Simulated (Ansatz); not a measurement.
# CH3FOSi: the cost of one run

Program: Ansatz 0.2.0 through its Python package. Level of theory: B3LYP+D4/def2-SVP. These are calculated values, not measurements.

### Step 1. The structure

Bond lengths: O1–C2 1.275 Å, C2–Si3 1.877 Å, Si3–F4 1.569 Å, C2–H5 1.116 Å, Si3–H6 1.479 Å, Si3–H7 1.544 Å. Angles: O1–C2–Si3 121.8°, O1–C2–H5 122.3°, Si3–C2–H5 115.8°, C2–Si3–F4 109.5°, C2–Si3–H6 113.3°, C2–Si3–H7 110.4°, F4–Si3–H6 111.1°, F4–Si3–H7 104.9°, H6–Si3–H7 107.4°.

The script holds or builds the structure itself.

### Step 2. The script

Contents of ch3fosi.py:

```python
from collections import Counter

import ansatz


def single_point(molecule, charge=0, unpaired=0):
    calc = (
        molecule.calculation()
        .basis(gaussian="def2-SVP")
        .functional("b3lyp", dispersion="d4")
    )
    if charge:
        calc = calc.charge(charge)
    if unpaired:
        calc = calc.spin("collinear", total=unpaired)
    report = calc.run(threads=1, backend="cpu").report
    if report["published_state_doubts"]:
        print("  doubts:", report["published_state_doubts"])
    return report["free_energy_ev"]

geometry_ang = [
    ("O", [0.6411, -1.8207, 0.8807]),
    ("C", [0.1677, -1.1384, -0.0866]),
    ("Si", [-0.1442, 0.7064, 0.0623]),
    ("F", [-0.5876, 1.2762, -1.3312]),
    ("H", [-0.0577, -1.5901, -1.0817]),
    ("H", [-1.1255, 1.0501, 1.1145]),
    ("H", [1.1675, 1.4484, 0.3961]),
]
ch3fosi = ansatz.Crystal.molecule()
for symbol, xyz in geometry_ang:
    ch3fosi = ch3fosi.atom(symbol, xyz)

unpaired = {"O": 2, "C": 2, "Si": 2, "F": 1, "H": 1}
counts = Counter(site.symbol for site in ch3fosi.cartesian_sites)
atom_energy = {s: single_point(ansatz.Crystal.molecule().atom(s, (0, 0, 0)), 0, unpaired[s]) for s in counts}
whole = single_point(ch3fosi, 0, 0)
for s, e in atom_energy.items():
    print(f"{s:2s} x{counts[s]}  {e:14.5f} eV")
print(f"CH3FOSi: {whole:.5f} eV")
split = sum(counts[s] * e for s, e in atom_energy.items()) - whole
print(f"atomisation energy (no zero-point term): {23.060548 * split:.1f} kcal/mol, {split / sum(counts.values()):.3f} eV an atom")
```

### Step 3. The run

Launch:

```bash
> python ch3fosi.py
```

What time and memory should one allow on 1 thread of Arm Neoverse V2, shared host?

About 2.2 s, with a peak of 0.19 GiB.
